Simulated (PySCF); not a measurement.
# Hf(OH)4: other functionals and bases at one geometry

One table from this session's results is given with a row withheld; the runs are named, their logs left out.

The runs use PySCF 2.14.0; several levels, as the steps say, no spin–orbit coupling.

1 further run of the same task is left out (for a known fault of the program).

**The system as given**

9 atoms, charge 0, spin multiplicity 1.

Bond lengths: Hf1–O2 1.932 Å, Hf1–O4 1.932 Å, Hf1–O6 1.932 Å, Hf1–O8 1.932 Å, O2–H3 0.953 Å, O4–H5 0.953 Å, O6–H7 0.953 Å, O8–H9 0.953 Å. Angles: O2–Hf1–O4 109.4°, O2–Hf1–O6 109.5°, O2–Hf1–O8 109.5°, O4–Hf1–O6 109.5°, O4–Hf1–O8 109.5°, O6–Hf1–O8 109.4°, Hf1–O2–H3 174.9°, Hf1–O4–H5 174.9°, Hf1–O6–H7 174.9°, Hf1–O8–H9 174.9°.

As a file:

```tsv
atom	x (Å)	y (Å)	z (Å)
Hf1	0.0000	0.0000	0.0000
O2	1.2491	0.9620	1.1172
H3	1.8100	1.5012	1.6678
O4	-1.2491	-0.9620	1.1172
H5	-1.8100	-1.5012	1.6678
O6	0.9620	-1.2491	-1.1172
H7	1.5012	-1.8100	-1.6678
O8	-0.9620	1.2491	-1.1172
H9	-1.5012	1.8100	-1.6678
```

Formal oxidation states: Hf +4. An earlier session relaxed this geometry at PBE0, Hf def2-SVP with ECP60, O def2-SVP, H def2-SVP (singlet, point group D2).

At PBE0 on the finer grid: E = -351.011447 Eh, HOMO -8.21 eV, LUMO 0.36 eV, Mulliken charge on Hf1 +1.17 e, largest force component 0.016 eV/Å. 

Levels to run: TPSSh; M06-L; PBE0, TZVP. Hardware: 2 threads of Arm Neoverse V1, shared host.

The first run:

Contents of run.py (the lines that set the calculation):

```python
mol = gto.M(atom='''
Hf     0.00000     0.00000     0.00000
O      1.24914     0.96203     1.11722
H      1.80998     1.50125     1.66780
O     -1.24914    -0.96203     1.11722
H     -1.80998    -1.50125     1.66780
O      0.96203    -1.24914    -1.11722
H      1.50125    -1.80998    -1.66780
O     -0.96203     1.24914    -1.11722
H     -1.50125     1.80998    -1.66780''',
    basis={'Hf': 'def2-SVP', 'O': 'def2-SVP', 'H': 'def2-SVP'},
    ecp={'Hf': 'def2-SVP'},
    charge=0, spin=0)
mf = dft.RKS(mol, xc='TPSSH')
mf.grids.atom_grid = (75, 302)
mf = mf.density_fit()  # fitting sets: Hf def2-universal-JKFIT, O def2-universal-JKFIT, H def2-universal-JKFIT
mf.conv_tol = 1e-08; mf.max_cycle = 55
mf.kernel(dm0)  # dm0: the density of the relaxed state
```

Started as:

```
$ OMP_NUM_THREADS=2 python run.py
```

Among the steps run: TPSSh; M06-L; PBE0, TZVP.

One of the session's tables, all rows but one given; the rest of the session is left out.

| level | HOMO (eV) | gap (eV) | charge on Hf1 (e) | largest force component (eV/Å) |
| --- | --- | --- | --- | --- |
| PBE0 (relaxed here) | -8.21 | 8.58 | 1.17 | 0.02 |
| TPSSh | ? | ? | ? | ? |
| M06-L | -6.78 | 7.44 | 1.36 | 0.20 |
| PBE0, TZVP | -8.43 | 8.55 | 1.61 | 0.13 |

**Question.** Estimate the row for TPSSh.

**Answer.** HOMO (eV): -7.26; gap (eV): 7.38; charge on Hf1 (e): 1.13; largest force component (eV/Å): 0.17. In the column «HOMO (eV)» it lies between PBE0 (relaxed here) (-8.21) and M06-L (-6.78).

In one basis the HOMO–LUMO gap runs from 7.38 eV (TPSSh) to 8.58 eV (PBE0). The largest leftover force, 0.20 eV/Å with M06-L, stands at a geometry relaxed at another level. Total energies of different levels can't be compared.
